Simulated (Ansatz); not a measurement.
# Cl₂GeH₂O (built from SMILES O.[Cl][Ge][Cl]): a barrier at many levels of theory

How high is the barrier of this step (Cl3–H4 formed, Ge1–Cl3 broken, H4–O5 broken), and how far do cheaper methods land from CCSD(T)?

Program: Ansatz 0.2.0, Gaussian basis. Level of theory: single points in def2-TZVPP on PBE0-D4/def2-TZVP structures. These are calculated values, not measurements.

Levels: SPW92, PBE-D4, BLYP-D4, r2SCAN-D4, B97M-V, PBE0-D4, B3LYP-D4, r2SCAN0-D4, BHLYP-D4, CAM-B3LYP-D4, wB97X-V, wB97M-V, B2PLYP, PBE-QIDH, RPA on PBE, Hartree-Fock, MP2, CCSD, CCSD(T). The reference is CCSD(T) at the basis limit, from triple and quadruple zeta. Zero-point energies come from PBE0-D4 vibrations.

Correlated methods freeze the cores. Filled d shells of the heavier atoms are correlated. B3LYP uses VWN-RPA correlation. B2PLYP carries no dispersion term here.

13 further runs of the same task are left out: 13 set aside as unsound or not needed.

### Step 1. Start, saddle and end, as given

Charge 0, multiplicity 1. The folders r, ts and p hold the start, the saddle and the end; their coordinates stand in the first inputs.

```
   pair  r (Å)  ts (Å)  p (Å)
 Cl3–H4  2.582   1.399  1.300
Ge1–Cl3  2.242   2.758  4.385
  H4–O5  0.969   1.460  1.834
```

### Step 2. wB97M-V/def2-TZVPP

The input, r/in.yaml:

```yaml
crystal:
  periodic: [false, false, false]
  atoms:
    - {symbol: Ge, position_ang: [-0.473179, -1.317621, 0.087152]}
    - {symbol: Cl, position_ang: [1.762012, -1.238279, -0.066816]}
    - {symbol: Cl, position_ang: [-1.008344, -0.362043, -1.869239]}
    - {symbol: H, position_ang: [-0.606544, 1.275258, 0.085978]}
    - {symbol: O, position_ang: [-0.317209, 0.762575, 0.855565]}
    - {symbol: H, position_ang: [0.643165, 0.880109, 0.907361]}
basis:
  gaussian: {orbitals: def2-TZVPP}
hamiltonian: {xc: {name: wB97M-V}}
```

The input, ts/in.yaml:

```yaml
crystal:
  periodic: [false, false, false]
  atoms:
    - {symbol: Ge, position_ang: [-0.286000, -1.244672, 0.406133]}
    - {symbol: Cl, position_ang: [1.882768, -1.341694, 0.013975]}
    - {symbol: Cl, position_ang: [-1.136434, 0.264335, -1.739547]}
    - {symbol: H, position_ang: [-0.767951, 0.804431, -0.502871]}
    - {symbol: O, position_ang: [-0.291943, 0.581486, 0.859596]}
    - {symbol: H, position_ang: [0.599461, 0.936113, 0.962714]}
basis:
  gaussian: {orbitals: def2-TZVPP}
hamiltonian: {xc: {name: wB97M-V}}
```

The input, p/in.yaml:

```yaml
crystal:
  periodic: [false, false, false]
  atoms:
    - {symbol: Ge, position_ang: [0.316469, -1.617337, 0.393827]}
    - {symbol: Cl, position_ang: [2.146731, -1.492035, 1.606201]}
    - {symbol: Cl, position_ang: [-2.199121, 1.355775, -1.622306]}
    - {symbol: H, position_ang: [-1.205893, 0.913015, -0.909837]}
    - {symbol: O, position_ang: [0.133503, 0.135561, 0.072350]}
    - {symbol: H, position_ang: [0.808211, 0.705020, 0.459764]}
basis:
  gaussian: {orbitals: def2-TZVPP}
hamiltonian: {xc: {name: wB97M-V}}
```

No record of the launch command was kept for these runs.

Further steps of the session: CCSD(T)/def2-TZVPP; MP2/def2-QZVPP; Vibrations of the start structure; Vibrations of the end structure.

What does the calculation give? Wanted: barrier, CCSD(T)/CBS; reverse barrier, CCSD(T)/CBS; step energy, CCSD(T)/CBS; barrier with zero-point energy; step energy with zero-point energy; imaginary mode at the saddle; largest T1 diagnostic.

**Answer**, as computed:

| quantity | value |
| --- | --- |
| barrier, CCSD(T)/CBS | 87.4 kJ/mol |
| reverse barrier, CCSD(T)/CBS | 24.1 kJ/mol |
| step energy, CCSD(T)/CBS | +63.3 kJ/mol |
| barrier with zero-point energy | 74.9 kJ/mol |
| step energy with zero-point energy | +53.4 kJ/mol |
| imaginary mode at the saddle | 337i cm⁻¹ |
| largest T1 diagnostic | 0.013 |

What this shows: The functionals run from wB97X-V, off by +0.5 kJ/mol, to SPW92, off by -23.5 kJ/mol, against CCSD(T)/CBS. By rung, the mean size of the error is: LDA 23.5, GGA 13.3, meta-GGA 4.7, hybrid 4.0, range-separated hybrid 1.9, double hybrid 2.4 kJ/mol. PBE-D4 gives a barrier 13.7 kJ/mol too low, outside chemical accuracy (1 kcal/mol, 4.2 kJ/mol). The barrier rises with the share of exact exchange, from BLYP-D4 through B3LYP-D4 to BHLYP-D4 (-12.8, -3.8, +8.8 kJ/mol). Hartree-Fock, with no correlation, is off by +28.4 kJ/mol. Zero-point motion lowers the barrier by 12.6 kJ/mol.
